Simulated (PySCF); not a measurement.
# InCNClF (SMILES N#[C][In]([F])[Cl]): levels of theory compared

Wanted: a comparison of 5 runs (HF/STO-3G, HF/3-21G, B2PLYP/def2-SVP, wB97M-V/def2-SVP, SCS-MP2/def2-SVP) of InCNClF. Input form: a Python script.

The results are computed with PySCF 2.14.0.

1 further run of the same task is left out (set aside as unsound or not needed).

## 1. The system as given

The species is InCNClF (5 atoms), meant as a singlet with charge 0. As SMILES, `N#[C][In]([F])[Cl]`. The shape is that of a PBE0-D4/def2-TZVP optimisation.

Bond lengths: N1–C2 1.152 Å, C2–In3 2.082 Å, In3–F4 1.924 Å, In3–Cl5 2.280 Å. Angles: N1–C2–In3 178.9°, C2–In3–F4 118.2°, C2–In3–Cl5 125.8°, F4–In3–Cl5 115.9°.

## 2. The energy at HF/STO-3G (run 1)

Contents of run.py:

```python
from pyscf import gto

mol = gto.M(
    atom='''
N     -2.631633     2.742748     3.115780
C     -1.477577     1.482301     1.766705
In     0.624366    -0.736237    -0.711293
F      0.820897    -4.310276    -0.075022
Cl     2.758433     0.682191    -4.174594
''',
    basis='sto-3g',
    unit='bohr',
    max_memory=1860,
    spin=0,
    verbose=4,
)

myscf = mol.RHF()
myscf.conv_tol = 1e-10
myscf.kernel()
if not myscf.converged:
    myscf = myscf.newton().run(myscf.mo_coeff, myscf.mo_occ)

energy = myscf.e_tot
print('E = %.10f Eh' % energy)
```

Command:

```sh
$ OMP_NUM_THREADS=1 python run.py
```

What it wrote:

```text
PySCF version 2.14.0

[INPUT] num. atoms = 5
[INPUT] num. electrons = 88
[INPUT] charge = 0
[INPUT] spin (= nelec alpha-beta = 2S) = 0
[INPUT] symmetry False subgroup None
[INPUT] Mole.unit = bohr
[INPUT] Symbol           X                Y                Z      unit          X                Y                Z       unit  Magmom
[INPUT]  1 N     -1.392600211105   1.451399736896   1.648799770240 AA   -2.631633000000   2.742748000000   3.115780000000 Bohr   0.0
[INPUT]  2 C     -0.781900075780   0.784399908924   0.934900024418 AA   -1.477577000000   1.482301000000   1.766705000000 Bohr   0.0
[INPUT]  3 In     0.330400258473  -0.389599842236  -0.376400045887 AA    0.624366000000  -0.736237000000  -0.711293000000 Bohr   0.0
[INPUT]  4 F      0.434399984913  -2.280899831975  -0.039699932718 AA    0.820897000000  -4.310276000000  -0.075022000000 Bohr   0.0
[INPUT]  5 Cl     1.459699881450   0.360999930695  -2.209100009643 AA    2.758433000000   0.682191000000  -4.174594000000 Bohr   0.0

nuclear repulsion = 529.912700866818
number of shells = 25
number of NR pGTOs = 153
number of NR cGTOs = 51
basis = sto-3g
ecp = {}

******** <class 'pyscf.scf.hf.RHF'> ********
method = RHF
initial guess = minao
damping factor = 0
level_shift factor = 0
DIIS = <class 'pyscf.scf.diis.CDIIS'>
diis_start_cycle = 1
diis_space = 8
diis_damp = 0
SCF conv_tol = 1e-10
SCF conv_tol_grad = None
SCF max_cycles = 50
direct_scf = True
direct_scf_tol = 1e-13
Set gradient conv threshold to 1e-05
Initial guess from minao.
init E= -6311.12265956952
  HOMO = -0.571912635183484  LUMO = -0.301711067727258  gap/eV = 7.35256
cycle= 1 E= -6326.63400636652  delta_E= -15.5  |g|= 0.448  |ddm|= 3.34
  HOMO = -0.230441985298845  LUMO = 0.153840975165387  gap/eV = 10.45687
cycle= 2 E= -6326.74021673141  delta_E= -0.106  |g|= 0.15  |ddm|=  1.1
  HOMO = -0.364776548778538  LUMO = 0.161132629706582  gap/eV = 14.31072
cycle= 3 E= -6326.74921050508  delta_E= -0.00899  |g|= 0.0675  |ddm|= 0.323
  HOMO = -0.370159465545343  LUMO = 0.155927014906696  gap/eV = 14.31554
cycle= 4 E= -6326.7509453388  delta_E= -0.00173  |g|= 0.0314  |ddm|= 0.112
  HOMO = -0.367805215278637  LUMO = 0.157192844421076  gap/eV = 14.28592
cycle= 5 E= -6326.75131538266  delta_E= -0.00037  |g|= 0.00649  |ddm|= 0.054
  HOMO = -0.367428240256346  LUMO = 0.157692553970138  gap/eV = 14.28926
cycle= 6 E= -6326.75136536948  delta_E= -5e-05  |g|= 0.00213  |ddm|= 0.0248
  HOMO = -0.367195681965348  LUMO = 0.157571051371385  gap/eV = 14.27963
cycle= 7 E= -6326.75137160219  delta_E= -6.23e-06  |g|= 0.000438  |ddm|= 0.01
  HOMO = -0.367160168157587  LUMO = 0.157620635944766  gap/eV = 14.28001
cycle= 8 E= -6326.75137185294  delta_E= -2.51e-07  |g|= 0.000159  |ddm|= 0.00179
  HOMO = -0.367144639722421  LUMO = 0.157609224377309  gap/eV = 14.27928
cycle= 9 E= -6326.75137188712  delta_E= -3.42e-08  |g|= 5.88e-05  |ddm|= 0.000583
  HOMO = -0.367152872689631  LUMO = 0.157613567230438  gap/eV = 14.27962
cycle= 10 E= -6326.75137189356  delta_E= -6.44e-09  |g|= 2.05e-05  |ddm|= 0.000259
  HOMO = -0.367152502181052  LUMO = 0.157614160463563  gap/eV = 14.27963
cycle= 11 E= -6326.75137189413  delta_E= -5.68e-10  |g|= 2.39e-06  |ddm|= 9.73e-05
  HOMO = -0.367152357226995  LUMO = 0.157614236586963  gap/eV = 14.27963
cycle= 12 E= -6326.75137189412  delta_E= 9.09e-12  |g|= 7.35e-07  |ddm|= 7.3e-06
  HOMO = -0.367152387520418  LUMO = 0.157614285758667  gap/eV = 14.27963
Extra cycle  E= -6326.75137189411  delta_E= 5.46e-12  |g|= 4.18e-07  |ddm|= 1.59e-06
converged SCF energy = -6326.75137189411
E = -6326.7513718941 Eh
```

Run time: 1.4 s. Hardware: 1 thread of Intel Xeon at 2.70GHz, shared host; peak memory 0.12 GiB.

## 3. The energy at HF/3-21G (run 2)

Contents of run.py:

```python
# N#[C][In]([F])[Cl]
from pyscf import gto

mol = gto.M(
    atom='''
N     -1.392600     1.451400     1.648800
C     -0.781900     0.784400     0.934900
In     0.330400    -0.389600    -0.376400
F      0.434400    -2.280900    -0.039700
Cl     1.459700     0.361000    -2.209100
''',
    max_memory=1860,
    basis='3-21g',
    charge=0,
    verbose=3,
)

hf = mol.RHF()
hf.conv_tol = 1e-10
hf.kernel()
if not hf.converged:
    hf = hf.newton().run(hf.mo_coeff, hf.mo_occ)

e_tot = hf.e_tot
print('E(%s) = %.9f' % ('HF', e_tot))
```

Command:

```sh
$ OMP_NUM_THREADS=1 python run.py
```

What it wrote:

```text
converged SCF energy = -6362.84464125645
E(HF) = -6362.844641256
```

Wall time 1.5 s (1 thread of Intel Xeon at 2.70GHz, shared host); peak memory 0.14 GiB.

Run 3 isn't shown in full; the table further down has it.

## 4. The energy at wB97M-V/def2-SVP (core potential) (run 4)

Contents of job.py:

```python
from pyscf import gto, dft

mol = gto.M(
    atom='''
N   -1.392600   1.451400   1.648800
C   -0.781900   0.784400   0.934900
In   0.330400  -0.389600  -0.376400
F    0.434400  -2.280900  -0.039700
Cl   1.459700   0.361000  -2.209100
''',
    charge=0,
    basis='def2-svp',
    verbose=3,
    max_memory=1860,
    ecp={'In': 'def2-svp'},
    spin=0,
)

calc0 = dft.RKS(mol, xc='wb97m-v')
calc0.nlcgrids.level = 1
calc0.conv_tol = 1e-10
calc0.grids.level = 5
calc0.kernel()
if not calc0.converged:
    calc0 = calc0.newton().run(calc0.mo_coeff, calc0.mo_occ)

energy = calc0.e_tot
print('Final energy', energy)
```

Command:

```sh
$ OMP_NUM_THREADS=1 python job.py
```

What it wrote:

```text
converged SCF energy = -842.669188728395
Final energy -842.6691887283949
```

It took 98 s on 1 thread of Intel Xeon at 2.70GHz, shared host; peak memory 0.45 GiB.

## 5. A single-point energy at SCS-MP2/def2-SVP (core potential) (run 5)

Contents of run.py:

```python
from pyscf import gto, scf, mp

mol = gto.M(
    atom='''
N     -2.631633     2.742748     3.115780
C     -1.477577     1.482301     1.766705
In     0.624366    -0.736237    -0.711293
F      0.820897    -4.310276    -0.075022
Cl     2.758433     0.682191    -4.174594
''',
    unit='bohr',
    verbose=3,
    basis='def2-svp',
    spin=0,
    max_memory=1860,
    ecp={'In': 'def2-svp'},
)

hf = scf.RHF(mol)
hf.conv_tol = 1e-10
hf.kernel()
if not hf.converged:
    hf = hf.newton().run(hf.mo_coeff, hf.mo_occ)

pt = mp.MP2(hf, frozen=12).run()
e_final = hf.e_tot + 1.2 * pt.e_corr_os + pt.e_corr_ss / 3
print(f'total energy: {e_final:.8f} hartree')
```

Command:

```sh
$ OMP_NUM_THREADS=1 python run.py
```

What it wrote:

```text
converged SCF energy = -840.231904156979
E(RMP2) = -840.90286700614  E_corr = -0.67096284916105
E(SCS-RMP2) = -840.876842219071  E_corr = -0.644938062091163
total energy: -840.87684222 hartree
```

It took 2.3 s on 1 thread of Intel Xeon at 2.70GHz, shared host; peak memory 0.2 GiB.

## 6. The series

```csv
run,level,core potential,frozen core orbitals,energy (Eh),dipole moment (D) of the reference,HOMO energy (eV),LUMO energy (eV),wall time
1,HF/STO-3G,–,–,-6326.751372,1.61,-9.99,4.29,1.4 s
2,HF/3-21G,–,–,-6362.844641,0.30,-13.15,0.25,1.5 s
3,B2PLYP/def2-SVP (core potential),def2-svp,12,-842.210108,1.50,-10.97,-1.50,19 s
4,wB97M-V/def2-SVP (core potential),def2-svp,–,-842.669189,1.45,-11.99,-0.72,98 s
5,SCS-MP2/def2-SVP (core potential),def2-svp,12,-840.876842,1.46,-13.20,0.25,2.3 s
```

## 7. Results

| quantity | value |
| --- | --- |
| run 5: total energy | -840.87684 Eh |
| run 5: dipole moment (Hartree–Fock density) | 1.46 D |
| run 5: HOMO energy (Hartree–Fock orbitals) | -13.20 eV |
| run 5: LUMO energy (Hartree–Fock orbitals) | 0.25 eV |
| run 5: HOMO–LUMO gap (Hartree–Fock orbitals) | 13.44 eV |
| run 5: correlation energy (12 core orbitals frozen) | -644.9 mEh |

What this shows: Over runs 1, 2, 3, 4 the dipole moment (its size) runs from 0.30 D (HF/3-21G) to 1.61 D (HF/STO-3G). Over runs 1, 2, 3, 4 the HOMO–LUMO gap runs from 9.47 eV (B2PLYP/def2-SVP) to 14.28 eV (HF/STO-3G). The two ends differ in method and basis and core potential. A double hybrid's value is that of its SCF part. Totals of different functionals can't be ranked against each other. Some runs of one species differ in core potentials or relativity; totals across that change don't compare. In run 1 the basis is minimal, so the values are rough. In runs 1, 2 relativity is left out where basis or elements ask for it. All runs together took 2 min, the longest 98 s.
